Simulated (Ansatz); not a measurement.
# Zr2TeSe: the cost of one run

Computed with Ansatz 0.2.0 (DFT PBE, scalar-relativistic, plane waves, PAW, unless a step's input says otherwise).

## 1. The starting structure

It takes space group Pmmm (No. 47, orthorhombic). Conventional cell: a = 3.795 Å, b = 3.995 Å, c = 6.746 Å, α = 90.00°, β = 90.00°, γ = 90.00°. Around Zr (site symmetry mm2) lie 2 Te at 2.53 Å and 2 Se at 2.62 Å. Around Te (site symmetry mmm) lie 4 Zr at 2.53 Å. Se (site symmetry mmm) has 4 Zr at 2.62 Å as nearest neighbours.

Structure file:

```
Zr Te Se
1.0
     3.79479    0.00000    0.00000
     0.00000    3.99515    0.00000
     0.00000    0.00000    6.74585
Zr Te Se
2 1 1
Cartesian
  0.0000 1.9976 5.0457
  0.0000 1.9976 1.7001
  1.8974 1.9976 3.3729
  0.0000 0.0000 0.0000
```

The cell is invented: species swapped into a database cell of CuPtO2 (Pmmm, No. 47), with Te on the Cu sites, Se on the Pt sites and Zr on the O sites. Lengths come from tabulated atomic sizes and are only a guess.

## 2. The guess as it stands, on a coarse mesh

Input file input.yaml:

```yaml
crystal:
  lattice:
    - [3.79478814, 0.0, 0.0]
    - [0.0, 3.99515489, 0.0]
    - [0.0, 0.0, 6.74584657]
  atoms:
    - { symbol: Zr, position: [0.0, 0.5, 0.747971] }
    - { symbol: Zr, position: [0.0, 0.5, 0.252029] }
    - { symbol: Te, position: [0.5, 0.5, 0.5] }
    - { symbol: Se, position: [0.0, 0.0, 0.0] }
basis:
  ecutwfc: 420
kpoints:
  mp_grid: { grid: [4, 4, 4] }
hamiltonian:
  xc: pbe
scf:
  occupations: { method: gaussian, width: 0.1 }
  lower_state_search: "off"
output:
  forces: true
  stress: true
  eigenvalues: true
```

Run with:

```sh
$ ansatz run input.yaml --threads 1 --pin off --max-ram 2560MiB --backend cpu --events-out ev --progress --plain --runs-dir out
```

What time and memory should one allow on 1 thread of AMD EPYC, shared host?

About 11 s, with a peak of 0.46 GiB.
